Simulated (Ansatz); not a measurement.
# LiGe− (triplet): the correlation ladder, aug-cc-pVDZ

How much of the correlation energy of LiGe− (triplet) does each wave-function method recover here?

Computed with Ansatz 0.2.0, Gaussian basis. Level: aug-cc-pVDZ, core rule «outside noble gas», up to 15 orbitals frozen.

Plan: UHF; CCSD(T) on ROHF; CCSD(T) on UHF; BCCD(T) on ROHF; CISD as a restricted active space (open shells left free, so some higher excitations enter); CCSDT(Q) on ROHF; CCSDT(Q) on UHF.

32 further runs of the same task are left out: 14 for a known fault of the program, 6 that didn't finish, 12 set aside as unsound or not needed. Runs told in other sessions of the task aren't counted.

### Step 1. The system

The geometry is a PBE0/def2-TZVP stationary point (not a proven minimum) of the parent state, kept for this charge and spin. No spin-orbit coupling is included. The filled d shell of Ge may be among the frozen orbitals whatever the setting's name suggests.

2 atoms, charge -1, spin multiplicity 3.

Atoms are counted from 1 here; the program's logs count them from 0.

No contacts short enough for the rule that draws bonds.

### Step 2. UHF

in.yaml reads:

```yaml
crystal:
  periodic: [false, false, false]
  atoms:
    - {symbol: Ge, position_ang: [0.000000, 0.000000, 0.000000]}
    - {symbol: Li, position_ang: [0.000000, 0.000000, 2.497400]}
basis:
  gaussian: {orbitals: aug-cc-pVDZ}
total_charge: -1
magnetization: {spin_polarized: true, initial_magnetization: 2}
hamiltonian: {xc: hf}
output: {orbitals: {seedname: orbitals}}
```

Command:

```
$ ansatz run in.yaml --threads 1 --pin off --events-out ev --progress --plain --max-ram 2393MiB
```

The runs that follow: CCSD(T) on ROHF; CCSD(T) on UHF; BCCD(T) on ROHF; CISD as a restricted active space (open shells left free, so some higher excitations enter); CCSDT(Q) on ROHF; CCSDT(Q) on UHF.

Before running them: what should the planned runs give, taken together? Wanted: UCCSDT(Q) from the RHF energy; RMP2 from UCCSDT(Q); UMP2 from UCCSDT(Q); RCCSD from UCCSDT(Q); RCCSD(T) from UCCSDT(Q); UCCSD(T) from UCCSDT(Q); RCCSDT(Q) from UCCSDT(Q); T1 diagnostic.

As calculated:

| quantity | value |
| --- | --- |
| UCCSDT(Q) from the ROHF energy | -3.3928 eV |
| RMP2 from UCCSDT(Q) | +929.0 meV |
| UMP2 from UCCSDT(Q) | +627.8 meV |
| RCCSD from UCCSDT(Q) | +232.3 meV |
| RCCSD(T) from UCCSDT(Q) | +52.3 meV |
| UCCSD(T) from UCCSDT(Q) | +57.4 meV |
| RCCSDT(Q) from UCCSDT(Q) | +5.3 meV |
| levels within 1 kcal/mol (43 meV) | RCCSDT, UCCSDT, RCCSDT(Q) |
| T1 diagnostic | 0.173 |

In words: RCCSD(T) misses by +52.3 meV, 1.5 % of the correlation energy. These misses are within one basis, not against nature; the frozen cores of restricted and unrestricted runs differ, which can shift their rows.

With open shells the CI space here admits some higher excitations, so it is larger than plain CISD.
